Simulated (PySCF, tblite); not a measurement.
# C₃H₁₀Ge₂Si: geometry, infrared bands and NMR shifts

Aim: predict the infrared bands and NMR shifts of C₃H₁₀Ge₂Si (`[GeH3][C]([GeH3])=C1C[SiH2]1`).

Programs: tblite 0.8.0 and PySCF 2.14.0, with density-fitted response routines of our own. Each step states its level of theory. These are calculated values for one molecule in the gas phase, unless marked as measured. Atoms count from 0, in the outputs and in this text.

### 1 The starting structure

16 atoms, charge 0, multiplicity 1; geometry from: force field or distance geometry start.

Bonds of the start (Å): Ge0–C1 1.91, C1–Ge2 1.93, C1–C3 1.33, C3–C4 1.50, C4–Si5 1.85, Si5–C3 1.84, Ge0–H6 1.54, Ge0–H7 1.53, Ge0–H8 1.57, Ge2–H9 1.56, Ge2–H10 1.54, Ge2–H11 1.56, C4–H12 1.12, C4–H13 1.08, Si5–H14 1.48, Si5–H15 1.44.

### 2 Relaxing the molecule with GFN2-xTB

The job: settings as JSON, then the geometry in Å.

```
{"job": {"kind": "relax", "xc": "GFN2-xTB", "basis": "xTB"}, "charge": 0, "multiplicity": 1}
Ge    -1.238500     1.772800     0.436300
C     -0.575400     0.054100    -0.059700
Ge    -1.809900    -1.298900    -0.655500
C      0.725000    -0.227100     0.014300
C      1.838500    -1.225000    -0.154900
Si     2.388000     0.435200     0.458700
H     -2.462800     2.080500    -0.446500
H     -0.125200     2.795500     0.182700
H     -1.708500     1.768200     1.930700
H     -2.938800    -1.328100     0.427000
H     -1.089900    -2.652100    -0.782400
H     -2.364900    -0.804100    -2.032100
H      2.055500    -1.362200    -1.248500
H      1.909200    -2.108300     0.471000
H      2.513000     0.678200     1.912300
H      2.877100     1.430300    -0.464800
```

Run with:

```console
OMP_NUM_THREADS=1 python probes_run.py task.json out
```

One launch serves the whole session: the jobs run in the order shown.

**Question.** This job is followed by: GFN2-xTB harmonic vibrations, gas phase; GIAO PBE0/pcSseg-1 NMR shielding, non-relativistic, gas phase. What will the session give for the following? strongest single infrared mode (GFN2-xTB); zero-point energy (GFN2-xTB); 13C shifts against TMS (PBE0/pcSseg-1); 1H shifts against TMS (PBE0/pcSseg-1, means over atoms taken as alike); 73Ge shifts against GeMe4 (PBE0/pcSseg-1); 29Si shifts against TMS (PBE0/pcSseg-1); surface potential, 1st and 99th percentile.

As calculated:

```
                                                              quantity                       value
                             strongest single infrared mode (GFN2-xTB)       2046 cm⁻¹, 859 km/mol
                                          zero-point energy (GFN2-xTB)               60.4 kcal/mol
                                13C shifts against TMS (PBE0/pcSseg-1)       174.2, 147.7, 6.0 ppm
1H shifts against TMS (PBE0/pcSseg-1, means over atoms taken as alike)  4.05, 4.04, 3.46, 1.28 ppm
                             73Ge shifts against GeMe4 (PBE0/pcSseg-1)              -214, -260 ppm
                               29Si shifts against TMS (PBE0/pcSseg-1)                  -137.1 ppm
                                 surface potential, 1st and 99th percentile          -0.36 V and 1.16 V
```

Over 100 steps the energy fell by 0.514 eV; of the close pairs, Ge0–H8 changed most, 1.567 to 1.498 Å. All 42 modes are real, so the xTB geometry is a minimum. The strongest single mode, at 2046 cm⁻¹, is spread over several atoms, H6, H11, H8, H9 among them. GFN2-xTB is a fitted tight-binding method: band positions and strengths are rough. Its intensities can rank the bands wrongly. At PBE0/pcSseg-1: The largest span, 298 ppm, is at Ge0, where the paramagnetic term is -1210 ppm. By nearest atom (PBE0/pcSseg-1), the HOMO sits on C3 25 %; Si5 18 % and the LUMO on C1, C3 about 30 % each. Spin-orbit coupling is left out, which matters for shieldings and couplings at and beside the heavy atoms.
